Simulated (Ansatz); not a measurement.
# Na₃BrO, space group Pm-3m: an equation of state with a fit

Program: Ansatz 0.2.0 through its Python package.

Interactive session:
```pycon
>>> import ansatz
>>> import numpy as np
>>> from pymatgen.analysis.eos import EOS
>>> params = {
...     'functional': 'pbesol',
...     'ecut': 420,
...     'occupations': 'fixed',
...     'mesh': (4, 4, 4),
... }
>>> VECTORS = np.array([
...     [4.53313, 0.0, 0.0],
...     [0.0, 4.53313, 0.0],
...     [0.0, 0.0, 4.53313],
... ])
>>> SITES = [
...     ('Na', (0.0, 0.5, 0.5)),
...     ('Na', (0.5, 0.0, 0.5)),
...     ('Na', (0.5, 0.5, 0.0)),
...     ('Br', (0.0, 0.0, 0.0)),
...     ('O', (0.5, 0.5, 0.5)),
... ]
>>> def make_crystal(cell):
...     crystal = ansatz.Crystal(lattice=ansatz.Lattice.of(cell))
...     for symbol, position in SITES:
...         crystal = crystal.atom(symbol, position)
...     return crystal
...
>>> volumes, energies = [], []
>>> for scale in np.linspace(0.9, 1.1, 9):
...     cell = VECTORS * scale ** (1 / 3)
...     base = (
...         make_crystal(cell).calculation()
...         .functional(params['functional'])
...         .basis(params['ecut'])
...         .occupations(params['occupations'])
...         .kpoints(*params['mesh'])
...     )
...     data = base.run(threads=1).report
...     volumes.append(abs(np.linalg.det(cell)) / len(SITES))
...     energies.append(data['free_energy_ev'] / len(SITES))
...     print(f'V = {volumes[-1]:8.4f} A^3/atom  F = {energies[-1]:.5f} eV/atom')
...
V =  16.7675 A^3/atom  F = -1545.83230 eV/atom
V =  17.2332 A^3/atom  F = -1545.84429 eV/atom
V =  17.6990 A^3/atom  F = -1545.85247 eV/atom
V =  18.1647 A^3/atom  F = -1545.85765 eV/atom
V =  18.6305 A^3/atom  F = -1545.85961 eV/atom
V =  19.0963 A^3/atom  F = -1545.85900 eV/atom
V =  19.5620 A^3/atom  F = -1545.85617 eV/atom
V =  20.0278 A^3/atom  F = -1545.85139 eV/atom
V =  20.4936 A^3/atom  F = -1545.84498 eV/atom
>>> for form in ['murnaghan', 'vinet']:
...     fit = EOS(eos_name=form).fit(volumes, energies)
...     print(f'{form:18s} V0 {fit.v0:8.4f} A^3/atom  B0 {fit.b0_GPa:7.1f} GPa  B1 {fit.b1:5.2f}')
...
murnaghan          V0  18.7586 A^3/atom  B0    34.1 GPa  B1  4.14
vinet              V0  18.7570 A^3/atom  B0    34.3 GPa  B1  4.24
```

A third-order Birch-Murnaghan fit through the 9 points (the script's own form differs a little) has its minimum at 18.76 Å³ an atom, 0.7 % above the typed cell, with a bulk modulus of 34 GPa and dB/dP = 4.2. From that minimum the energy rises by 27.3 meV an atom on the compressed side and 14.7 meV on the expanded side.

Notes:
- Absolute energies stand on the zero of these potentials, so only differences at equal settings mean something.
- The structure comes from a database of computed cells and needn't be a stable or known phase.
- Run time: 11 s on 1 thread of Arm Neoverse V1, on a shared host, peak memory 0.46 GiB.
